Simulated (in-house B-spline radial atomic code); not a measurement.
# Nb⁸⁺: ionisation energy by several methods

The task here is to estimate one member of a computed series from the others.

Method: scalar-relativistic (X2C), several functionals, spin-polarised; spherical all-electron atom at the radial basis limit. Code: in-house B-spline radial atomic code version 1.

### What is computed

```
element       : niobium (Z = 41)
charge        : +8
electrons     : 33
configuration : [Ar] 3d10 4s2 4p3
nucleus       : Fermi, rms radius 4.324 fm
```

The outer shells:

[Ar] 3d10 4s2 4p3
```
[Ar] core
3d [↑↓][↑↓][↑↓][↑↓][↑↓]
4s [↑↓]
4p [↑ ][↑ ][↑ ]
```

Where spins are not typed, each open shell is filled with up spins first.

Set-up of the first run:

Settings, as recorded:

```ini
Z = 41
electrons = 33.0
configuration = [Ar] 3d10 4s2 4p3
hamiltonian = x2c
method = hf
spin_polarised = True
nucleus = fermi
rms_radius = 4.324
mass_number = 93
atomic_mass = 92.90637317
speed_of_light = 137.035999084
```

Steps of the session up to this table: Hartree-Fock; RPBE, a GGA; exchange-only LDA; LDA (PW92); PBEsol, a GGA; AM05, a GGA; LDA (VWN5); revTPSS, a meta-GGA.

One of the session's tables, all rows but one given; the rest of the session is left out.

| method | ΔSCF (eV) |
| --- | --- |
| exchange-only LDA | 159.25 |
| LDA (PW92) | 160.70 |
| LDA (VWN5) | 160.71 |
| RPBE | 160.62 |
| PBEsol | ? |
| AM05 | 160.62 |
| revTPSS | 160.91 |
| Hartree-Fock | 160.23 |

Estimate the missing values for PBEsol.

As computed: ΔSCF (eV): 160.63. In the column «ΔSCF (eV)» it lies between AM05 (160.62) and LDA (PW92) (160.70).
